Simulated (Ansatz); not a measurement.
# LuBr3 (BiF3 type): how the settings move a single-point run

How sensitive is a single-point run of LuBr3 (BiF3 type) to its settings? A reference run comes first, then two runs with altered input.

Computed with Ansatz 0.2.0 (reference: DFT PBEsol, scalar-relativistic, plane waves, PAW, unless a step's input says otherwise).

1 further run of the same task is left out (it didn't finish).

## (1) The starting structure

The structure is cubic, space group Fm-3m (No. 225). The conventional cell has a = 7.185 Å, b = 7.185 Å, c = 7.185 Å, α = 90.00°, β = 90.00°, γ = 90.00°. Lu (site symmetry m-3m) has 8 Br at 3.11 Å as nearest neighbours. Br (site symmetry m-3m) is surrounded by 8 Br at 3.11 Å. Br (site symmetry -43m) is surrounded by 4 Lu at 3.11 Å and 4 Br at 3.11 Å.

As a file:

```xyz
4
Lattice="0.0000 3.5924 3.5924 3.5924 0.0000 3.5924 3.5924 3.5924 0.0000" Properties=species:S:1:pos:R:3 pbc="T T T"
Lu    0.0000    0.0000    0.0000
Br    3.5924    3.5924    3.5924
Br    1.7962    1.7962    1.7962
Br    5.3885    5.3885    5.3885
```

## (2) Baseline

input.yaml reads:

```yaml
crystal:
  lattice:
    - [0.0, 3.592360155, 3.592360155]
    - [3.592360155, 0.0, 3.592360155]
    - [3.592360155, 3.592360155, 0.0]
  atoms:
    - { symbol: Lu, position: [0.0, 0.0, 0.0] }
    - { symbol: Br, position: [0.5, 0.5, 0.5] }
    - { symbol: Br, position: [0.25, 0.25, 0.25] }
    - { symbol: Br, position: [0.75, 0.75, 0.75] }
basis:
  ecutwfc: 420
  ecutrho_ratio: 4
kpoints:
  mp_grid: { grid: [8, 8, 8] }
hamiltonian:
  xc: pbesol
scf:
  occupations: { method: gaussian, width: 0.05 }
output:
  forces: true
  stress: true
  eigenvalues: true
```

Started as:

```sh
> ansatz run input.yaml --threads 4 --pin off --max-ram 4096MiB --backend cpu --events-out ev --progress --plain --runs-dir out
```

## (3) Changing settings: n_extra_bands 1

input.yaml: that of step 2 with these lines changed.

```diff
@@ -19,2 +19,3 @@
   occupations: { method: gaussian, width: 0.05 }
+  n_extra_bands: 1
 output:
@@ -22,2 +23,5 @@
   stress: true
-  eigenvalues: true
+  write_density: true
+  write_potential: true
+  elf: true
+  volumetric_format: npy
```

## (4) The same system, input altered

input.yaml: that of step 2 with these lines changed.

```diff
@@ -10,2 +10,3 @@
     - { symbol: Br, position: [0.75, 0.75, 0.75] }
+  symmetry: { detect: false }
 basis:
@@ -19,2 +20,3 @@
   occupations: { method: gaussian, width: 0.05 }
+  eigensolver: { kind: davidson }
 output:
@@ -22,2 +24,5 @@
   stress: true
-  eigenvalues: true
+  write_density: true
+  write_potential: true
+  elf: true
+  volumetric_format: npy
```

(Steps that only read results are left out.)

What does the calculation give? Wanted: for each run, ending; energy change; pressure; gap; force.

The runs gave:

| run | ending | energy change | pressure (GPa) | gap (eV) | force (eV/Å) | cycles | time |
| --- | --- | --- | --- | --- | --- | --- | --- |
| reference | converged | 0 | -0.1 | 1.66 | 0.00 | 7 | 3 s |
| 1: n_extra_bands 1 | converged | 0.0 meV/atom | -0.1 | 1.66 | 0.00 | 7 | 3.7 s |
| 2: symmetry.detect false, eigensolver.kind davidson | timeout | - | - | - | - | - | 29 s |

Times don't compare one to one where runs were asked for different outputs or read a saved state (see the inputs); cycles may leave out searches for a lower state.

Residual by cycle in the longest SCF loop of each run; runs are numbered as in the table. The quantity is the density residual dr2, in eV.

```csv
cycle,reference,run 1,run 2
1,0.0601,0.0601,0.0604
2,0.00601,0.0178,0.00644
3,0.00156,4.4e-4,1.0e-4
4,1.0e-4,8.9e-5,1.3e-5
5,7.8e-6,9.5e-6,8.7e-7
6,1.1e-7,1.2e-7,8.1e-8
7,2.1e-9,9.6e-9,-
```

What this shows: «n_extra_bands 1» leaves the energy as it was. The gap of the reference lacks spin-orbit coupling, though the cell holds Lu. 1 of the 2 altered inputs did not end normally.

The gaps are Kohn-Sham values of a semilocal functional, not quasiparticle or optical gaps. Such gaps usually fall short of the measured ones.
